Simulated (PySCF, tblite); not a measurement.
# C₂H₁₀B₂NP: geometry, infrared bands and NMR shifts

Wanted: the infrared bands and NMR shifts of C₂H₁₀B₂NP (`CBNCBP`), by calculation.

Computed with tblite 0.8.0 and PySCF 2.14.0, with density-fitted response routines of our own, on a single molecule in the gas phase. Atoms are numbered from 0 throughout.

## Step 1: The starting structure

16 atoms, charge 0, multiplicity 1; geometry from: force field or distance geometry start.

Bonds of the start (Å): C0–B1 1.61, B1–N2 1.51, N2–C3 1.43, C3–B4 1.60, B4–P5 1.95, C0–H6 1.09, C0–H7 1.12, C0–H8 1.12, B1–H9 1.19, N2–H10 1.05, C3–H11 1.11, C3–H12 1.12, B4–H13 1.19, P5–H14 1.45, P5–H15 1.44.

## Step 2: Geometry optimisation with GFN2-xTB

Job settings and geometry (Å):

```
{"job": {"kind": "relax", "xc": "GFN2-xTB", "basis": "xTB"}, "charge": 0, "multiplicity": 1}
C      2.523200     0.236500     0.537000
B      1.070900     0.695800     0.000400
N      0.301600    -0.376500    -0.735400
C     -0.540400    -1.164900     0.114500
B     -1.600400    -0.247500     0.887100
P     -2.558500     1.011100    -0.259400
H      3.284200     1.008700     0.404900
H      2.366300    -0.035600     1.613700
H      2.806700    -0.693200    -0.014600
H      0.836500     1.838300    -0.230100
H      0.997200    -0.989800    -1.224000
H     -1.135400    -1.876800    -0.492600
H      0.034500    -1.739400     0.888400
H     -2.186700    -0.738300     1.794200
H     -2.231500     2.334200     0.247900
H     -3.975800     0.746400    -0.276100
```

The run is started by

```
> OMP_NUM_THREADS=1 python probes_run.py task.json out
```

One launch serves the whole session: the jobs run in the order shown.

**Question.** This job is followed by: GFN2-xTB harmonic vibrations, gas phase; GIAO PBE0/pcSseg-1 NMR shielding, non-relativistic, gas phase. What will the session give for the following? strongest single infrared mode (GFN2-xTB); zero-point energy (GFN2-xTB); ¹³C shifts against TMS (PBE0/pcSseg-1); ¹H shifts against TMS (PBE0/pcSseg-1, means over atoms taken as alike); ¹¹B shifts against BF3·OEt2 (PBE0/pcSseg-1); ¹⁵N shifts against NH3 (PBE0/pcSseg-1); ³¹P shifts against H3PO4 (PBE0/pcSseg-1).

**Answer**, as computed:

```
                                                              quantity                                   value
                             strongest single infrared mode (GFN2-xTB)                   1483 cm⁻¹, 227 km/mol
                                          zero-point energy (GFN2-xTB)                           76.9 kcal/mol
                                ¹³C shifts against TMS (PBE0/pcSseg-1)                           58.0, 6.4 ppm
¹H shifts against TMS (PBE0/pcSseg-1, means over atoms taken as alike)  8.99, 4.96, 4.22, 3.93, 2.99, 0.36 ppm
                           ¹¹B shifts against BF3·OEt2 (PBE0/pcSseg-1)                          96.1, 39.5 ppm
                                ¹⁵N shifts against NH3 (PBE0/pcSseg-1)                               141.3 ppm
                              ³¹P shifts against H3PO4 (PBE0/pcSseg-1)                              -197.5 ppm
```

Relaxing lowered the energy by 2.617 eV in 196 steps; the close pair that moved most is B1–N2, from 1.511 to 1.378 Å. No mode is imaginary among the 42: a minimum at this level. The strongest single mode, at 1483 cm⁻¹, is carried by N2, B1, H10. GFN2-xTB is a fitted tight-binding method: band positions and strengths are rough. Its intensities can rank the bands wrongly. The most deshielded carbon is C3 (sp3 CH2 bonded to B and N), at 58.0 ppm: deshielded by the electronegative neighbour. At PBE0/pcSseg-1: The largest span, 228 ppm, is at B4, where the paramagnetic term is -191 ppm.
